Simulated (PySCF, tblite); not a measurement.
# C₄H₈BrFSi: geometry, infrared bands and NMR shifts

Wanted: the infrared bands and NMR shifts of C₄H₈BrFSi (`C=C[SiH2][C@@H](Br)CF`), by calculation.

Programs: tblite 0.8.0 and PySCF 2.14.0, with density-fitted response routines of our own. Each step states its level of theory. These are calculated values for one molecule in the gas phase, unless marked as measured. Atoms are numbered from 0 throughout.

## 1. Starting geometry

15 atoms, charge 0, multiplicity 1; geometry from: force field or distance geometry start.

Bonds of the start (Å): C0–C1 1.34, C1–Si2 1.84, Si2–C3 1.87, C3–Br4 1.97, C3–C5 1.51, C5–F6 1.36, C0–H7 1.08, C0–H8 1.08, C1–H9 1.09, Si2–H10 1.48, Si2–H11 1.48, C3–H12 1.11, C5–H13 1.09, C5–H14 1.10.

## 2. Optimising the geometry with GFN2-xTB

Job settings and geometry (Å):

```
{"job": {"kind": "relax", "xc": "GFN2-xTB", "basis": "xTB"}, "charge": 0, "multiplicity": 1}
C      2.392500     0.444300    -0.197900
C      1.435900     0.627500     0.727800
Si     0.069300    -0.538700     1.121100
C     -1.492900    -0.161100     0.159900
Br    -2.175600     1.587900     0.742900
C     -1.363500    -0.165500    -1.346500
F     -1.106100    -1.430000    -1.775900
H      2.426000    -0.427200    -0.831700
H      3.168700     1.187400    -0.339500
H      1.449000     1.512900     1.361800
H     -0.207600    -0.472900     2.576700
H      0.513200    -1.923700     0.842100
H     -2.276800    -0.877700     0.472200
H     -2.282300     0.155500    -1.831600
H     -0.554100     0.489300    -1.703400
```

Launch:

```sh
$ OMP_NUM_THREADS=1 python probes_run.py task.json out
```

This one command runs all jobs of the session in turn.

**Question.** This job is followed by: GFN2-xTB harmonic vibrations, gas phase; GIAO PBE0/pcSseg-1 NMR shielding, non-relativistic, gas phase. What will the session give for the following? strongest single infrared mode (GFN2-xTB); zero-point energy (GFN2-xTB); 13C shifts against TMS (PBE0/pcSseg-1); 1H shifts against TMS (PBE0/pcSseg-1); 29Si shifts against TMS (PBE0/pcSseg-1); 79Br shifts against HBr (PBE0/pcSseg-1); 19F shifts against CFCl3 (PBE0/pcSseg-1); surface potential, 1st and 99th percentile.

**Answer**, as computed:

| quantity | value |
| --- | --- |
| strongest single infrared mode (GFN2-xTB) | 2306 cm⁻¹, 270 km/mol |
| zero-point energy (GFN2-xTB) | 65.8 kcal/mol |
| 13C shifts against TMS (PBE0/pcSseg-1) | 148.4, 136.3, 85.6, 40.1 ppm |
| 1H shifts against TMS (PBE0/pcSseg-1) | 6.72, 6.70, 6.41, 5.03, 4.68, 4.63, 4.56, 3.41 ppm |
| 29Si shifts against TMS (PBE0/pcSseg-1) | -38.1 ppm |
| 79Br shifts against HBr (PBE0/pcSseg-1) | 249 ppm |
| 19F shifts against CFCl3 (PBE0/pcSseg-1) | -223.5 ppm |
| surface potential, 1st and 99th percentile | -0.88 V and 1.05 V |

What this shows: Relaxing lowered the energy by 0.157 eV in 99 steps; the close pair that moved most is Si2–C3, from 1.873 to 1.929 Å. All 39 modes are real, so the xTB geometry is a minimum. The strongest single mode, at 2306 cm⁻¹, moves mainly H11. GFN2-xTB is a fitted tight-binding method: band positions and strengths are rough. Its intensities can rank the bands wrongly. C3 stands next to heavy halogen, whose spin-orbit shielding this run leaves out, so the computed shift lies too far downfield, most of all for carbon beside Br or I. C0 (terminal =CH2 carbon) lies farthest downfield among carbon, at 148.4 ppm; the olefinic region. At PBE0/pcSseg-1: The widest tensor belongs to Br4: span 1049 ppm, with a paramagnetic part of -750 ppm. By nearest atom (PBE0/pcSseg-1), the HOMO sits on Br4 55 %; C3 14 % and the LUMO on C0, C1 about 24 % each; Si2 8 %. Spin-orbit coupling is left out, which matters for shieldings and couplings at and beside the heavy atoms.
